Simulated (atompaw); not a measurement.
# Pm: the cost of one run

Program: atompaw 4.2.0.5. Reference atom: PBE, scalar-relativistic, spherical and spin-unpolarised. All values are calculated.

### 1 Starting point

The settings as typed:

```
element                 : promethium (Pm, Z = 61)
type                    : PAW
frozen core             : [Kr] 4d10
valence charge          : 15
reference configuration : 4f5 5s2 5p6 5d0 6s2 6p0
partial waves           : 5s (bound): rc 1.90 bohr; 6s (bound): rc 3.00 bohr; 5p (bound): rc 1.85 bohr; 6p (bound, empty): rc 2.50 bohr; 5d (bound, empty): rc 3.00 bohr; 5d channel at 0.35 Ry: rc 3.00 bohr; 4f (bound): rc 1.75 bohr; 4f channel at 0.15 Ry: rc 1.75 bohr
local potential         : troulliermartins scheme with l = 4 at 0 Ry, radius 2.25 bohr
core correction         : smooth core density matched at 2.40 bohr
augmentation charge     : gaussian compensation charge, radius 2.30 bohr; PAW radius 3.00 bohr; waves and projectors: custom polynom2 7 10 vanderbiltortho
```

The outer shells as boxes (Hund's rule for the drawing; the calculation is spin-unpolarised):

```
[Kr] core
4d [↑↓][↑↓][↑↓][↑↓][↑↓]
4f [↑ ][↑ ][↑ ][↑ ][↑ ][  ][  ]
5s [↑↓]
5p [↑↓][↑↓][↑↓]
5d [  ][  ][  ][  ][  ]
6s [↑↓]
6p [  ][  ][  ]
```

An earlier all-electron run gives the scale for the radii.

All-electron outer shells of the reference configuration (PBE, scalar-relativistic, ld1.x):

| shell | level (eV) | outermost node (bohr) | outermost maximum (bohr) |
| --- | --- | --- | --- |
| 4p | -236.70 | 0.31 | 0.58 |
| 4d | -122.76 | 0.29 | 0.60 |
| 5s | -41.87 | 0.70 | 1.29 |
| 5p | -22.67 | 0.75 | 1.46 |
| 6s | -3.54 | 1.74 | 3.72 |
| 4f | -2.15 | – | 0.64 |
| 5d | -1.80 | 0.86 | 2.20 |
| 6p | -1.22 | 2.10 | 5.02 |

### 2 Generating the potential

Pm.input reads:

```
Pm 61
GGA-PBE scalarrelativistic loggrid 2001 logderivrange -5 5 251
6 6 5 4 0 0
6 1 0
5 2 0
4 3 5
0 0 0
c
c
c
c
v
v
c
c
c
v
v
c
c
v
v
3
3.00 2.30 2.25 2.40
n
n
y
0.35
n
y
0.15
n
custom polynom2 7 10 vanderbiltortho gaussian
4 0 troulliermartins
1.90
3.00
1.85
2.50
3.00
3.00
1.75
1.75
PWSCFOUT
UPFDX 0.0125d0 UPFXMIN -7.d0 UPFZMESH 61.d0
END
```

The run is started by

```bash
$ atompaw < Pm.input > Pm.log
```

**Question.** How long does this run take on 1 thread of Intel Xeon 6975P-C, shared host?

About 17 s.
